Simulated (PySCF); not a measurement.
**C8H9F3: geometry, NMR shifts**

What NMR shifts should C8H9F3 (`FC(F)=C(F)[C@]12CC[C@H](C1)C2`) show?

Computed with PySCF 2.14.0, with density-fitted response routines of our own, on a single molecule, in the gas phase or a continuum. Atoms are numbered from 0 throughout.

### Step 1. Starting geometry

20 atoms, charge 0, multiplicity 1; geometry from: GFN2-xTB.

Bonds of the start (Å): F0–C1 1.33, C1–F2 1.33, C1–C3 1.33, C3–F4 1.35, C3–C5 1.48, C5–C6 1.53, C6–C7 1.55, C7–C8 1.53, C8–C9 1.54, C8–C10 1.54, C9–C5 1.55, C10–C5 1.55, C6–H11 1.09, C6–H12 1.09, C7–H13 1.09, C7–H14 1.09, C8–H15 1.09, C9–H16 1.09, C9–H17 1.09, C10–H18 1.09, C10–H19 1.09.

### Step 2. Relaxing the molecule at PBE0-D3(BJ)/def2-SVP

What the job is given:

```
{"job": {"xc": "PBE0", "basis": "def2-SVP", "d3": "d3bj", "grid": 1, "kind": "geom"}, "charge": 0, "multiplicity": 1}
F      4.030112     0.456308    -0.334486
C      2.758207     0.515641     0.042241
F      2.631221     1.292367     1.112659
C      1.751216    -0.108170    -0.558412
F      2.052124    -0.862388    -1.640328
C      0.315873    -0.094795    -0.202820
C     -0.170719     0.717207     1.001399
C     -1.679533     0.388393     0.916729
C     -1.665590    -0.523096    -0.311405
C     -0.455610    -1.422347    -0.019476
C     -0.749447     0.254489    -1.267660
H      0.277845     0.378092     1.933260
H      0.032289     1.780549     0.888307
H     -2.290696     1.275914     0.759524
H     -2.041505    -0.127711     1.804784
H     -2.614987    -0.933988    -0.639755
H     -0.249069    -2.144445    -0.804241
H     -0.396851    -1.894186     0.958776
H     -0.957823     1.310221    -1.425718
H     -0.582207    -0.247377    -2.216413
```

**Question.** This job is followed by: GIAO PBE0/pcSseg-1 NMR shielding, non-relativistic, IEF-PCM benzene. Predict these results of the whole session: point group; rotational constants (main isotopes); 13C shifts against TMS (PBE0/pcSseg-1, benzene, means over atoms taken as alike); 1H shifts against TMS (PBE0/pcSseg-1, benzene, means over atoms taken as alike); 19F shifts against CFCl3 (PBE0/pcSseg-1, benzene).

The runs gave:

```
                                                                        quantity                                           value
                                                                     point group                                              Cs
                                            rotational constants (main isotopes)                            2.20, 0.79, 0.64 GHz
13C shifts against TMS (PBE0/pcSseg-1, benzene, means over atoms taken as alike)  163.2, 136.8, 47.7, 43.8, 38.1, 30.6, 30.1 ppm
 1H shifts against TMS (PBE0/pcSseg-1, benzene, means over atoms taken as alike)                2.26, 1.92, 1.78, 1.72, 1.02 ppm
                               19F shifts against CFCl3 (PBE0/pcSseg-1, benzene)                      -105.6, -123.9, -186.5 ppm
```

What this shows: Relaxing lowered the energy by 0.057 eV in 9 steps; the close pair that moved most is F0–C1, from 1.328 to 1.310 Å. At PBE0/pcSseg-1: The widest tensor belongs to F4: span 121 ppm, with a paramagnetic part of -108 ppm.
